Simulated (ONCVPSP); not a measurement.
# Yb: generating and testing an ONCV potential

Task: generate the file, and judge it by its errors in other configurations, its logarithmic derivatives, its ghosts and its cutoff.

Method: ONCVPSP 4.0.1, PW91, fully relativistic.

## 1. The design

Typed settings, in words:

```json
{
  "element": "ytterbium (Yb, Z = 70)",
  "type": "optimised norm-conserving Vanderbilt (ONCV)",
  "frozen core": "[Kr] 4d10",
  "valence charge": "24",
  "reference configuration": "4f14 5s2 5p6 6s2",
  "partial waves": "5s+6s: rc 2.20 bohr, ncon 4, nbas 8, qcut 5.6 1/bohr, 3 projectors, debl 2.9 Ha; 5p: rc 1.85 bohr, ncon 3, nbas 6, qcut 9.4 1/bohr, 1 projector; d scattering state at 0.19 Ha: rc 2.40 bohr, ncon 4, nbas 7, qcut 3.8 1/bohr, 1 projector; 4f: rc 1.05 bohr, ncon 4, nbas 8, qcut 16.8 1/bohr, 2 projectors, debl 3.9 Ha",
  "local potential": "polynomial inside 0.90 bohr (lpopt 5, dvloc0 1 Ha)",
  "core correction": "Teter function, fcfact 2.75, rcfact 1.65"
}
```

An earlier all-electron run gives the scale for the radii.

All-electron outer shells of the reference configuration (PW91, scalar-relativistic, ld1.x):

| shell | level (eV) | outermost node (bohr) | outermost maximum (bohr) |
| --- | --- | --- | --- |
| 5s | -54.99 | 0.58 | 1.07 |
| 5p | -27.48 | 0.62 | 1.24 |
| 6s | -3.96 | 1.46 | 3.28 |
| 4f | -3.07 | – | 0.49 |
| 6p | -1.14 | 1.81 | 4.66 |
| 5d | -0.71 | 0.70 | 2.12 |

## 2. Generating the potential

Contents of Yb.dat:

```
# ATOM AND REFERENCE CONFIGURATION
# atsym  z   nc   nv     iexc    psfile
  Yb 70.00    9    4  -109134      upf
#
#   n    l    f
    1    0    2.00
    2    0    2.00
    2    1    6.00
    3    0    2.00
    3    1    6.00
    3    2   10.00
    4    0    2.00
    4    1    6.00
    4    2   10.00
    4    3   14.00
    5    0    2.00
    5    1    6.00
    6    0    2.00
#
# PSEUDOPOTENTIAL AND OPTIMIZATION
# lmax
    3
#
#   l,   rc,      ep,       ncon, nbas, qcut
    0    2.20    0.00    4    8    5.60
    1    1.85    0.00    3    6    9.40
    2    2.40    0.19    4    7    3.80
    3    1.05    0.00    4    8   16.80
#
# LOCAL POTENTIAL
# lloc, lpopt,  rc(5),   dvloc0
    4    5    0.90    1.00
#
# VANDERBILT-KLEINMAN-BYLANDER PROJECTORs
# l, nproj, debl
    0    3    2.90
    1    1    2.60
    2    1    1.00
    3    2    3.90
#
# MODEL CORE CHARGE
# icmod, fcfact, rcfact
    3    2.75    1.65
#
# LOG DERIVATIVE ANALYSIS
# epsh1, epsh2, depsh
   -4.00    5.00    0.02
#
# OUTPUT GRID
# rlmax, drl
    6.00    0.01
#
# TEST CONFIGURATIONS
# ncnf
    4
# nvcnf
#   n    l    f
    4
    4    3   14.00
    5    0    2.00
    5    1    6.00
    6    0    1.00
#
    4
    4    3   14.00
    5    0    2.00
    5    1    6.00
    6    0    0.00
#
    4
    4    3   13.00
    5    0    2.00
    5    1    6.00
    6    0    0.00
#
    5
    4    3   14.00
    5    0    2.00
    5    1    6.00
    6    0    0.00
    6    1    1.00
#
```

The run is started by

```sh
$ oncvpspr.x < Yb.dat > Yb.out
```

Before running it: what results should come out? Wanted: cutoffs for 1 and 0.1 mHa per electron, occupied waves; bound ghosts; GHOST(+) flags; largest phase difference near zero energy, channels read; rms error of d²Exc/dn², without and with the model core; projector energies reset by the program.

As calculated:

| quantity | value |
| --- | --- |
| cutoffs for 1 and 0.1 mHa per electron, occupied waves | 121 Ha and 272 Ha |
| bound ghosts | s at -20.75 eV |
| GHOST(+) flags | p3/2 at -12 eV, p1/2 at 13 eV, d3/2 at 163 eV |
| largest phase difference near zero energy, channels read | 3.117 rad |
| rms error of d²Exc/dn², without and with the model core | 6.68 and 2.89 mHa |
| projector energies reset by the program | d: 0.050 Ha |

What this shows: A bound ghost (s) makes it unfit for use: electrons can fall into a state that the atom doesn't have. By its cutoff, 121 Ha for the looser tolerance, it is very hard. At the looser tolerance the 4f wave is the slowest; 5p needs 21 Ha. Of the channels read, p3/2 scatters worst near zero energy, by up to 3.12 rad. A step near π is an extra or missing state, not a misfit of shape. The pseudo curves have poles with no partner nearby in the atom's: s at -0.76 Ha, p3/2 at -0.47 Ha, p1/2 at 0.68 Ha. At positive energy that is a spurious or a displaced resonance. The program also flags highly localised states, GHOST(+) (p3/2, p1/2, d3/2). All of this concerns the isolated atom, not yet a solid.
